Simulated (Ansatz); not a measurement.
What does this script print? It uses Ansatz 0.2.0, Python API.

The script reads `agbe.xyz`:
```text
2

Be    0.00000    0.00000    0.00000
Ag    0.00000    0.00000    2.29500
```

Script `agbe_adiabatic.py`:
```python
"""Vertical and adiabatic ionisation of AgBe."""

from dataclasses import dataclass
import itertools

import ansatz
from ase.data import atomic_numbers, covalent_radii
import numpy as np


@dataclass(frozen=True)
class RunConfig:
    basis_set: str = "def2-TZVP"
    xc: str = "r2SCAN"
    charge: int = 1


opts = RunConfig()


def main() -> None:
    mol = ansatz.Crystal.molecule_from_extxyz("agbe.xyz")

    calc = (
        mol.calculation()
        .basis(gaussian=opts.basis_set)
        .functional(opts.xc)
        .spin("collinear", total=1)
    )
    symbols = [site.symbol for site in mol.cartesian_sites]
    start = np.array([site.position_ang for site in mol.cartesian_sites], dtype=float)
    summary = calc.relax(force_tolerance=0.01).run().report
    end = np.array(summary["positions_ang"])

    minimum = ansatz.Crystal.molecule()
    for symbol, place in zip(symbols, end):
        minimum = minimum.atom(symbol, place.tolist())
    ion = minimum.calculation().basis(gaussian=opts.basis_set).functional(opts.xc).charge(opts.charge)
    vertical = ion.run().report
    settled = ion.relax(force_tolerance=0.01, max_steps=80).run().report
    print(f"vertical ionisation energy   {vertical['free_energy_ev'] - summary['free_energy_ev']:.3f} eV")
    print(f"adiabatic, no zero point     {settled['free_energy_ev'] - summary['free_energy_ev']:.3f} eV")
    print(f"relaxation energy of the ion {vertical['free_energy_ev'] - settled['free_energy_ev']:.3f} eV")
    ionised = np.array(settled["positions_ang"])
    # pairs closer than 1.2 times the sum of covalent radii, before or after
    radius = [covalent_radii[atomic_numbers[s]] for s in symbols]
    span = lambda where, i, j: np.linalg.norm(where[i] - where[j])
    bonded = [(i, j) for i, j in itertools.combinations(range(len(symbols)), 2) if min(span(end, i, j), span(ionised, i, j)) < 1.2 * (radius[i] + radius[j])]
    print("pair        before    after (A)")
    for i, j in bonded:
        print(f"{symbols[i]}{i}-{symbols[j]}{j}".ljust(10), f"{span(end, i, j):8.4f} {span(ionised, i, j):8.4f}")


if __name__ == "__main__":
    main()
```

```console
$ python agbe_adiabatic.py
vertical ionisation energy   7.016 eV
adiabatic, no zero point     7.012 eV
relaxation energy of the ion 0.004 eV
pair        before    after (A)
Be0-Ag1      2.1789   2.1430
```

The energies are electronic: no zero-point or thermal terms, and the basis set is short of its limit. The product may relax into another structure. Each relaxation finds its nearest minimum, which needn't be the lowest. def2 sets replace the cores of elements past krypton by effective core potentials. The run takes the species as open-shell (spin multiplicity 2), which needn't be its ground state. Only the spin states typed were run; another state of an ion can lie lower, by up to an eV or two. The spin state was assumed, and another may lie lower. Run time: 28 s on 1 thread of Arm Neoverse V1, with other jobs on the host, peak memory 0.23 GiB.
